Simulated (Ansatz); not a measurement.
# Sc2I: the cost of one run

Method: DFT PBE, scalar-relativistic, plane waves, PAW, in Ansatz 0.2.0.

## (1) The structure to begin with

The structure is tetragonal, space group P4_2/nmc (No. 137). The conventional cell has a = 4.938 Å, b = 4.938 Å, c = 7.108 Å, α = 90.00°, β = 90.00°, γ = 90.00°. Around Sc (site symmetry 2mm) lie 4 I at 2.86 to 3.25 Å. Around I (site symmetry -4m2) lie 8 Sc at 2.86 to 3.25 Å.

Coordinates:

```
Sc I
1.0
     4.93752    0.00000    0.00000
     0.00000    4.93752    0.00000
     0.00000    0.00000    7.10813
Sc I
4 2
Cartesian
  0.0000 2.4688 1.4430
  0.0000 2.4688 4.9970
  2.4688 0.0000 2.1111
  2.4688 0.0000 5.6652
  0.0000 0.0000 0.0000
  2.4688 2.4688 3.5541
```

This is candidate A: anti-tetragonal zirconia type (P4_2/nmc, No. 137).

(A quick probe on a coarse mesh, which set the mesh and smearing, is not shown.)

## (3) Full relaxation (candidate A)

The input, input.yaml:

```yaml
crystal:
  lattice:
    - [4.9375239878, 0.0, 0.0]
    - [0.0, 4.9375239878, 0.0]
    - [0.0, 0.0, 7.1081342802]
  atoms:
    - { symbol: Sc, position: [0.0, 0.5, 0.203] }
    - { symbol: Sc, position: [0.0, 0.5, 0.703] }
    - { symbol: Sc, position: [0.5, 0.0, 0.297] }
    - { symbol: Sc, position: [0.5, 0.0, 0.797] }
    - { symbol: I, position: [0.0, 0.0, 0.0] }
    - { symbol: I, position: [0.5, 0.5, 0.5] }
basis:
  ecutwfc: 420
kpoints:
  mp_grid: { grid: [8, 8, 6] }
hamiltonian:
  xc: pbe
scf:
  occupations: { method: gaussian, width: 0.1 }
output:
  forces: true
  stress: true
  eigenvalues: true
relax:
  adjacent_minimum: "off"
  f_tol: 0.01
  max_steps: 80
  cell: { stress_tol: 0.05 }
```

The run is started by

```console
> ansatz run input.yaml --threads 1 --pin off --max-ram 2560MiB --backend cpu --events-out ev --progress --plain --runs-dir out
```

**Question.** How long does this run take on 1 thread of Intel Xeon 6975P-C (Granite Rapids), shared host, and how much memory does it need?

About 2.1 min, with a peak of 0.7 GiB.
